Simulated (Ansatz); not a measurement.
# C2H9GaO: one species, many methods

The task here is to estimate one member of a computed series from the others.

Program: Ansatz 0.2.0, Gaussian basis. Level of theory: functionals in def2-TZVPP, the program's frozen cores in correlated methods. These are calculated values, not measurements.

Levels to be run: LDA (SPW92), PBE-D4, revPBE-D4, BLYP-D4, r2SCAN-D4, B97M-V, PBE0-D4, B3LYP-D4, r2SCANh-D4, r2SCAN0-D4, HSE06-D4, BHLYP-D4, CAM-B3LYP-D4, LC-ωPBE, ωB97X-V, ωB97M-V, B2PLYP, PBE-QIDH; CCSD(T)/def2-SVP; CCSD(T)/def2-TZVPP; MP2/def2-QZVPP; extrapolation to the limit; RPA on PBE.

### The geometry

All runs share one geometry, relaxed beforehand with PBE0-D4 in a triple-zeta def2 set.

SMILES `C[O+](C)[GaH3-]`, 13 atoms, charge 0, spin multiplicity 1.

Atoms are counted from 1 here; the program's logs count them from 0.

Bond lengths: C1–O2 1.419 Å, C1–H5 1.088 Å, C1–H6 1.094 Å, C1–H7 1.095 Å, O2–C3 1.419 Å, O2–Ga4 2.141 Å, C3–H8 1.094 Å, C3–H9 1.095 Å, C3–H10 1.088 Å, Ga4–H11 1.577 Å, Ga4–H12 1.577 Å, Ga4–H13 1.583 Å. Angles: O2–C1–H5 107.2°, O2–C1–H6 109.6°, O2–C1–H7 110.6°, H5–C1–H6 109.9°, H5–C1–H7 109.7°, H6–C1–H7 109.8°, C1–O2–C3 112.7°, C1–O2–Ga4 114.7°, C3–O2–Ga4 114.8°, O2–C3–H8 109.6°, O2–C3–H9 110.6°, O2–C3–H10 107.2°, H8–C3–H9 109.8°, H8–C3–H10 109.9°, H9–C3–H10 109.7°, O2–Ga4–H11 96.8°, O2–Ga4–H12 96.8°, O2–Ga4–H13 96.2° and more.

The first run:

in.yaml reads:

```yaml
crystal:
  periodic: [false, false, false]
  atoms:
    - {symbol: C, position_ang: [-0.127679, 1.208100, -0.820334]}
    - {symbol: O, position_ang: [-0.372667, 0.214585, 0.162865]}
    - {symbol: C, position_ang: [0.361677, 0.433063, 1.357339]}
    - {symbol: Ga, position_ang: [-0.323243, -1.797721, -0.565297]}
    - {symbol: H, position_ang: [-0.748912, 0.967934, -1.681010]}
    - {symbol: H, position_ang: [-0.401107, 2.190618, -0.425734]}
    - {symbol: H, position_ang: [0.927022, 1.206293, -1.114378]}
    - {symbol: H, position_ang: [0.094716, 1.405696, 1.779869]}
    - {symbol: H, position_ang: [1.437920, 0.397004, 1.159166]}
    - {symbol: H, position_ang: [0.089564, -0.360141, 2.050968]}
    - {symbol: H, position_ang: [-1.355284, -1.595673, -1.739840]}
    - {symbol: H, position_ang: [-0.780719, -2.491390, 0.774501]}
    - {symbol: H, position_ang: [1.219014, -1.813169, -0.923314]}
basis:
  gaussian: {orbitals: def2-TZVPP}
hamiltonian: {xc: lda}
output: {orbitals: {seedname: orbitals}}
```

The run is started by

```bash
$ ansatz run in.yaml --threads 4 --pin off --events-out ev --progress --plain --max-ram 10444MiB
```

Steps of the session up to this table: LDA; PBE-D4 (GGA); revPBE-D4 (GGA); BLYP-D4 (GGA); r2SCAN-D4 (meta-GGA); B97M-V (meta-GGA); B3LYP-D4 (hybrid); r2SCANh-D4 (hybrid); r2SCAN0-D4 (hybrid); HSE06-D4 (hybrid); BHLYP-D4 (hybrid); CAM-B3LYP-D4 (range-separated); LC-ωPBE (range-separated); ωB97X-V (range-separated); ωB97M-V (range-separated); B2PLYP (double hybrid); PBE-QIDH (double hybrid).

One of the session's tables, all rows but one given; the rest of the session is left out.

It belongs to the step «Orbital energies across the functionals». 

| functional | HOMO (eV) | gap (eV) |
| --- | --- | --- |
| LDA (SPW92) | -6.44 | 5.36 |
| PBE-D4 | -6.37 | 5.60 |
| revPBE-D4 | -6.32 | 5.70 |
| BLYP-D4 | -6.27 | 5.61 |
| r2SCAN-D4 | -6.68 | 6.29 |
| B97M-V | -6.80 | 6.16 |
| PBE0-D4 | -7.61 | 7.70 |
| B3LYP-D4 | -7.42 | 7.27 |
| r2SCANh-D4 | ? | ? |
| r2SCAN0-D4 | -7.82 | 8.14 |
| HSE06-D4 | -7.21 | 6.93 |
| BHLYP-D4 | -8.79 | 9.69 |
| CAM-B3LYP-D4 | -9.01 | 10.02 |
| LC-ωPBE | -10.38 | 12.57 |
| ωB97X-V | -10.05 | 12.07 |
| ωB97M-V | -9.86 | 11.59 |

Estimate the missing values for r2SCANh-D4.

Worked estimate for «HOMO (eV)». Against the share of exact exchange, r2SCAN-D4 (0, -6.68), r2SCAN0-D4 (0.25, -7.82) give a slope of -4.56 per unit share; at 0.1 the line stands at -7.14.

The run gave: HOMO (eV): -7.14; gap (eV): 7.04. In «HOMO (eV)» the line misses by 0.00.
